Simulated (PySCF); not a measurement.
# BiH5: forces at shaken geometries

How stiff is BiH5? Its atoms are displaced at random by several amounts. The structure is generated, not taken from experiment.

Computed with PySCF 2.14.0. Level: PBE, Bi def2-SVP with ECP60, H def2-SVP; scalar-relativistic core potentials, no spin–orbit coupling.

2 further runs of the same task are left out: 1 for a known fault of the program, 1 that didn't finish.

## 1. The starting structure

6 atoms, charge 0, spin multiplicity 1.

Bond lengths: Bi1–H2 1.887 Å, Bi1–H3 1.887 Å, Bi1–H4 1.826 Å, Bi1–H5 1.826 Å, Bi1–H6 1.826 Å. Angles: H2–Bi1–H3 180.0°, H2–Bi1–H4 90.0°, H2–Bi1–H5 90.0°, H2–Bi1–H6 90.0°, H3–Bi1–H4 90.0°, H3–Bi1–H5 90.0°, H3–Bi1–H6 90.0°, H4–Bi1–H5 120.0°, H4–Bi1–H6 120.0°, H5–Bi1–H6 120.0°.

As a file:

```mol
BiH5
  3D, bonds by distance, orders not assigned

  6  5  0  0  0  0  0  0  0  0999 V2000
   -0.0000   -0.0000    0.0000 Bi  0  0
    0.0000   -0.0000    1.8875 H   0  0
   -0.0000    0.0000   -1.8875 H   0  0
    1.8259   -0.0000   -0.0000 H   0  0
   -0.9129    1.5813    0.0000 H   0  0
   -0.9129   -1.5813   -0.0000 H   0  0
  1  2  8  0
  1  3  8  0
  1  4  8  0
  1  5  8  0
  1  6  8  0
M  END
```

Formal oxidation states: Bi +5. An earlier session relaxed this geometry at PBE, Bi def2-SVP with ECP60, H def2-SVP (singlet, point group D3h).

Its energy there is -217.457743 Eh.

## 2. Atoms moved at random, σ = 0.15 Å

run.py (the lines that set the calculation)

```python
mol = gto.M(atom='''
Bi     0.10460     0.09921    -0.01504
H     -0.36478     0.03854     1.77905
H      0.00220    -0.00039    -1.89119
H      1.89016    -0.02501     0.15695
H     -0.86628     1.46993    -0.00041
H     -0.76589    -1.58228    -0.02937''',
    basis={'Bi': 'def2-SVP', 'H': 'def2-SVP'},
    ecp={'Bi': 'def2-SVP'},
    charge=0, spin=0)
mf = dft.RKS(mol, xc='PBE')
mf.grids.atom_grid = (50, 194)
mf = mf.density_fit()  # fitting sets: Bi def2-universal-JKFIT, H def2-universal-JKFIT
mf.conv_tol = 1e-08; mf.max_cycle = 55
mf.kernel(dm0)  # dm0: the density of the relaxed state
```

Command:

```bash
> OMP_NUM_THREADS=2 python run.py
```

## 3. Atoms moved at random, σ = 0.06 Å

run.py (the lines that set the calculation)

```python
mol = gto.M(atom='''
Bi     0.04007     0.04448    -0.05148
H      0.02910    -0.07655     1.91423
H     -0.05617    -0.07144    -1.89687
H      1.78980     0.04231    -0.09213
H     -0.89302     1.52256     0.13568
H     -0.90977    -1.46135    -0.00944''',
    basis={'Bi': 'def2-SVP', 'H': 'def2-SVP'},
    ecp={'Bi': 'def2-SVP'},
    charge=0, spin=0)
mf = dft.RKS(mol, xc='PBE')
mf.grids.atom_grid = (50, 194)
mf = mf.density_fit()  # fitting sets: Bi def2-universal-JKFIT, H def2-universal-JKFIT
mf.conv_tol = 1e-08; mf.max_cycle = 55
mf.kernel(dm0)  # dm0: the density of the relaxed state
```

## 4. Atoms moved at random, σ = 0.15 Å

run.py (the lines that set the calculation)

```python
mol = gto.M(atom='''
Bi     0.21870    -0.01932    -0.09836
H     -0.42342    -0.26288     1.87630
H      0.14816     0.06939    -1.89173
H      1.81531     0.03062     0.08891
H     -0.90031     1.53865     0.06110
H     -0.85843    -1.35646    -0.03622''',
    basis={'Bi': 'def2-SVP', 'H': 'def2-SVP'},
    ecp={'Bi': 'def2-SVP'},
    charge=0, spin=0)
mf = dft.RKS(mol, xc='PBE')
mf.grids.atom_grid = (50, 194)
mf = mf.density_fit()  # fitting sets: Bi def2-universal-JKFIT, H def2-universal-JKFIT
mf.conv_tol = 1e-08; mf.max_cycle = 55
mf.kernel(dm0)  # dm0: the density of the relaxed state
```

**Question.** What will these runs give? Wanted: for each run, σ; energy rise; harmonic estimate −½ F·u; largest force component.

As calculated:

| σ (Å) | energy rise (eV) | harmonic estimate −½ F·u (eV) | largest force component (eV/Å) |
| --- | --- | --- | --- |
| 0.15 | 0.394 | 0.389 | 2.67 |
| 0.06 | 0.147 | 0.145 | 1.04 |
| 0.15 | 0.999 | 1.023 | 4.81 |

Every displacement raises the energy. For a harmonic well the rise equals −½ F·u; the two differ by at most 2 % here (a move with σ = 0.15 Å), from anharmonicity, the grid and the small forces left at the relaxed point. These are double-zeta-type bases without diffuse functions. Spin–orbit coupling is left out.
